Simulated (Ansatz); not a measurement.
H5NS2Si, SMILES N[SiH2]SS, energies of removing a hydrogen

Computed with Ansatz 0.2.0 through its Python package.

The script, `run_bde.py`:
```python
"""X-H bond energies of H5NS2Si without relaxation."""

import ansatz as az

BASIS = "aug-cc-pVDZ"
FUNCTIONAL = "B3LYP"


def single_point(molecule, charge=0, unpaired=0):
    calc = (
        molecule.calculation()
        .basis(gaussian=BASIS)  # atom-centred Gaussian functions
        .functional(FUNCTIONAL)
    )
    if charge:
        calc = calc.charge(charge)
    if unpaired:
        calc = calc.spin("collinear", total=unpaired)
    return calc.run(threads=1).report["free_energy_ev"]

GEOMETRY = """
N    -0.46720    0.60190   -0.96160
Si    0.53610   -0.63050   -0.59320
S    -0.18180   -1.54900    1.19280
S    -0.17930    0.09790    2.43910
H    -0.19480    1.07830   -1.85030
H    -0.42820    1.37040   -0.25070
H     1.89770   -0.01330   -0.40100
H     0.57270   -1.55670   -1.73280
H    -1.46660    0.55470    2.14050
"""

def without(molecule, index):
    rest = az.Crystal.molecule()
    for i, site in enumerate(molecule.cartesian_sites):
        if i != index:
            rest = rest.atom(site.symbol, site.position_ang)
    return rest

mol = az.Crystal.molecule()
for line in GEOMETRY.strip().splitlines():
    symbol, *xyz = line.split()
    mol = mol.atom(symbol, [float(v) for v in xyz])

whole = single_point(mol, 0)
hydrogen = single_point(az.Crystal.molecule().atom("H", (0, 0, 0)), 0, 1)
print(f"E(molecule) = {whole:.5f} eV, E(H) = {hydrogen:.5f} eV")
for index in [5, 7, 8]:
    radical = single_point(without(mol, index), 0, 1)
    print(f"H{index}: homolysis {96.485332 * (radical + hydrogen - whole):.1f} kJ/mol")
    anion = single_point(without(mol, index), -1)
    print(f"H{index}: loss of a proton {96.485332 * (anion - whole):.1f} kJ/mol")
```

`python run_bde.py` gives:
```text
E(molecule) = -31122.57909 eV, E(H) = -13.65079 eV
H5: homolysis 459.8 kJ/mol
H5: loss of a proton 1578.9 kJ/mol
H7: homolysis 385.5 kJ/mol
H7: loss of a proton 1570.4 kJ/mol
H8: homolysis 309.2 kJ/mol
H8: loss of a proton 1416.6 kJ/mol
```

Caveats:
- Total energies depend on the basis set; only differences at equal settings carry meaning.
- The geometry is a force-field or estimated start, not a minimum of this method, and the basis set is short of its limit. All parts are taken at fixed geometry, without zero-point energy.
- b3lyp holds the VWN-RPA fit, as in Gaussian; the form of ORCA and Turbomole is b3lyp5.
- Wall time of the script: 96 s on 1 thread of Arm Neoverse V1 (shared host), peak memory 0.53 GiB.
